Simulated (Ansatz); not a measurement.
# GaPHS (doublet): wave-function methods side by side at distance P1–Ga2 = 2.070 Å, cc-pVDZ

One table from this session's results is given with a row withheld; the runs are named, their logs left out.

Computed with Ansatz 0.2.0, Gaussian basis. Level: cc-pVDZ, core rule «outside noble gas», up to 24 orbitals frozen.

The runs, in order: UHF; CCSD(T) on ROHF; CCSD(T) on UHF; BCCD(T) on ROHF; CISD; CCSDT(Q) on ROHF; CCSDT(Q) on UHF; CASSCF and MRCISD+Q, 3 electrons in 3 orbitals; CASSCF and NEVPT2, 3 electrons in 3 orbitals.

49 further runs of the same task are left out: 7 for a known fault of the program, 4 for a mislabelled method, 30 that didn't finish, 8 set aside as unsound or not needed.

## What is computed

The geometry derives from a PBE0/def2-TZVP stationary point (not a proven minimum). One bond is set to the value named and the two fragments are kept rigid. No spin-orbit coupling is included. The filled d shell of Ga may be among the frozen orbitals whatever the setting's name suggests; the logs give the count.

4 atoms, charge 0, spin multiplicity 2.

Atoms are counted from 1 here; the program's logs count them from 0.

Bond lengths: P1–Ga2 2.070 Å, P1–H4 1.428 Å, Ga2–S3 2.019 Å. Angles: Ga2–P1–H4 89.2°, P1–Ga2–S3 178.3°.

Set-up of the first run:

in.yaml

```yaml
crystal:
  periodic: [false, false, false]
  atoms:
    - {symbol: P, position_ang: [-0.000002, -0.396001, 1.531310]}
    - {symbol: Ga, position_ang: [0.000008, -0.323300, -0.537412]}
    - {symbol: S, position_ang: [-0.000005, -0.311935, -2.556461]}
    - {symbol: H, position_ang: [-0.000001, 1.031236, 1.562563]}
basis:
  gaussian: {orbitals: cc-pVDZ}
magnetization: {spin_polarized: true, initial_magnetization: 1}
hamiltonian: {xc: hf}
output: {orbitals: {seedname: orbitals}}
```

Command:

```sh
> ansatz run in.yaml --threads 1 --pin off --events-out ev --progress --plain --max-ram 2393MiB
```

Among the steps run: UHF; CCSD(T) on ROHF; CCSD(T) on UHF; BCCD(T) on ROHF; CISD; CCSDT(Q) on ROHF; CCSDT(Q) on UHF; CASSCF and MRCISD+Q, 3 electrons in 3 orbitals; CASSCF and NEVPT2, 3 electrons in 3 orbitals.

One table of the session follows, with a row left open; its other results are not shown here.

It belongs to the step «Misses and costs». 

| method | from UCCSDT(Q) (meV) |
| --- | --- |
| ROHF | +9066.9 |
| UHF | ? |
| RMP2 | +1407.1 |
| UMP2 | +1410.4 |
| RCCSD | +463.8 |
| UCCSD | +458.9 |
| RCCSD(T) | +92.2 |
| UCCSD(T) | +91.7 |
| BCCD(T) | +91.4 |
| RCCSDT | +40.3 |
| UCCSDT | +40.3 |
| RCCSDT(Q) | +14.9 |
| UCCSDT(Q) | 0 |

Q: Estimate the row for UHF from the others.

**Answer.** from UCCSDT(Q) (meV): +8950.3. In the column «from UCCSDT(Q) (meV)» it lies between UMP2 (+1410.4) and ROHF (+9066.9).

Not comparable, so not listed: CISD (they don't share determinant, frozen orbitals or solution with the rows shown, or repeat one).

To keep in mind: Left out of the table: CASSCF pair, NEVPT2 pair, MRCISD pair, MRCISD+Q pair (the active space lost an orbital or holds another state than full CI finds). Restricted and unrestricted rows rest on different reference determinants; where their highest levels disagree by more than a few hundredths of an eV, they describe different states and don't form one ladder. Warnings in the runs' records: passed over end.
